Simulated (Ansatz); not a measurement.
**Sn (hcp type): how the settings move a single-point run**

Aim: see which settings change the result for Sn (hcp type), by how much, and at what cost.

Program: Ansatz 0.2.0. Level of theory: reference: DFT, PBEsol, all-electron LAPW, scalar-relativistic. These are calculated values, not measurements.

## 1. The system as given

The structure is hexagonal, space group P6_3/mmc (No. 194). Conventional cell: a = 2.565 Å, b = 2.565 Å, c = 4.146 Å, α = 90.00°, β = 90.00°, γ = 120.00°. Sn (site symmetry -6m2) has 12 Sn at 2.55 to 2.57 Å in its first shell of neighbours.

Structure file:

```
Sn
1.0
     2.56535    0.00000    0.00000
    -1.28267    2.22166    0.00000
     0.00000    0.00000    4.14618
Sn
2
Direct
  0.33333 0.66667 0.25000
  0.66667 0.33333 0.75000
```

## 2. Reference

The input, input.yaml:

```yaml
crystal:
  lattice:
    - [2.5653495555, 0.0, 0.0]
    - [-1.2826747778, 2.2216578847, 0.0]
    - [0.0, 0.0, 4.1461779743]
  atoms:
    - { symbol: Sn, position: [0.3333333333, 0.6666666667, 0.25] }
    - { symbol: Sn, position: [0.6666666667, 0.3333333333, 0.75] }
kpoints:
  mp_grid: { grid: [13, 13, 7] }
scf:
  occupations: { method: fermi_dirac, width: 0.1 }
hamiltonian:
  xc: pbesol
  pseudopotentials: { kind: all_electron, lapw: { basis_error: 0.001 } }
output:
  forces: true
  stress: true
  eigenvalues: true
  populations: true
```

Started as:

```console
> ansatz run input.yaml --threads 1 --pin off --max-ram 2048MiB --backend cpu --events-out ev --progress --plain --runs-dir out
```

## 3. Changed: n_extra_bands 2

Changes to input.yaml since step 2:

```diff
@@ -12,2 +12,3 @@
   occupations: { method: fermi_dirac, width: 0.1 }
+  n_extra_bands: 2
 hamiltonian:
```

What does the calculation give? Wanted: for each run, ending; energy change; pressure; gap; force.

**Answer**, as computed:

| run | ending | energy change | pressure (GPa) | gap (eV) | force (eV/Å) | cycles | time |
| --- | --- | --- | --- | --- | --- | --- | --- |
| reference | converged | 0 | 300.3 | 0.00 | 0.00 | 6 | 25 s |
| 1: n_extra_bands 2 | converged | 0.0 meV/atom | 300.3 | 0.00 | 0.00 | 6 | 22 s |

Residual by cycle in the longest SCF loop of each run; runs are numbered as in the table. The quantity is the density residual dr2, in eV.

| cycle | reference | run 1 |
| --- | --- | --- |
| 1 | 0.022 | 0.022 |
| 2 | 0.00768 | 0.00768 |
| 3 | 0.00135 | 0.00135 |
| 4 | 3.1e-5 | 3.1e-5 |
| 5 | 1.4e-7 | 1.4e-7 |
| 6 | 1.0e-10 | 1.2e-10 |

What this shows: The changed band count doesn't alter the result here (within 0.5 meV/atom). The structure is not at rest: the sound run finds 300 GPa, so these are no properties of the relaxed crystal. 
